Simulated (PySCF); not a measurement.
**MnBr2: doublet, from a bent start**

Aim: relax MnBr2 as a doublet from a bent start, check by its vibrations whether the end is a minimum, and collect its spectrum and constants.

Method: PBE0, basis Mn def2-SVP, Br def2-SVP, no relativity, density fitting; program: PySCF 2.14.0.

## (1) Where the work starts

3 atoms, charge 0, spin multiplicity 2.

Bond lengths: Mn1–Br2 2.330 Å, Mn1–Br3 2.330 Å. Angles: Br2–Mn1–Br3 110.0°.

```xyz
3
charge 0 multiplicity 2
Mn    0.0000    0.0000   -0.9913
Br    1.9086    0.0000    0.3451
Br   -1.9086    0.0000    0.3451
```

## (2) Relaxation: bent start, doublet

One driver script runs all steps and calls PySCF; scf.py shows how it sets up the SCF of each step. The optimiser is the driver's own. Before each start the driver seeks the lowest SCF state from one or more starting densities and follows internal instabilities, so scf.py alone need not reach the same state.

The program finds C2v symmetry in the start, which this walk keeps. Threshold on the gradient: 0.0003 Eh/bohr, with a further test on the energy change.

File scf.py:

```python
from pyscf import gto, scf, dft
mol = gto.M(atom='''
Mn     0.000000     0.000000    -0.991344
Br     1.908600    -0.000000     0.345056
Br    -1.908600     0.000000     0.345056''',
    basis={'Mn': 'def2-SVP', 'Br': 'def2-SVP'},
    charge=0, spin=1)
mf = dft.UKS(mol, xc='PBE0')
mf.grids.atom_grid = (50, 194)
aux = {'Mn': 'def2-universal-JKFIT', 'Br': 'def2-universal-JKFIT'}
mf = mf.density_fit(auxbasis=aux)
mf.kernel()
```

The runs that follow: Frequencies.

What does the calculation give? Wanted: minimum; geometry; wavenumbers; dipole moment; highest occupied, lowest empty level; polar-tensor charge of Mn1; zero-point energy; atomisation energy; ⟨S²⟩.

The runs gave:

| quantity | value |
| --- | --- |
| minimum | broken-symmetry (Ms = 1/2), D∞h |
| geometry | Mn–Br 2.301 Å (×2); Br–Mn–Br 180.0° |
| wavenumbers (cm⁻¹) | 57, 57, 212, 403 |
| dipole moment | 0.00 D |
| highest occupied, lowest empty level (either spin) | -7.95, -3.53 eV |
| polar-tensor charge of Mn1 | +1.27 e |
| zero-point energy | 4.4 kJ/mol |
| entropy at 298.15 K | 311.4 J/(mol K) |
| atomisation energy (no zero-point energy) | 437 kJ/mol |
| ⟨S²⟩ | 2.722 |

In words: The bent start (C2v) ends in a minimum of D∞h symmetry. The determinant is spin-contaminated (⟨S²⟩ = 2.72 against 0.75), so it is no pure spin state. In the infrared the band at 403 cm⁻¹ leads. Mn1 has a polar-tensor charge of +1.3 e (a dipole derivative, not a static charge), yet symmetry cancels the bond dipoles. Other starts or spin states, not run here, may lie lower. The SCF density has lower symmetry than the nuclear frame. The soft modes, below some 90 cm⁻¹, carry numerical noise of tens of cm⁻¹, and the entropy with them. One determinant may miss the lowest occupation of an open d or f shell.
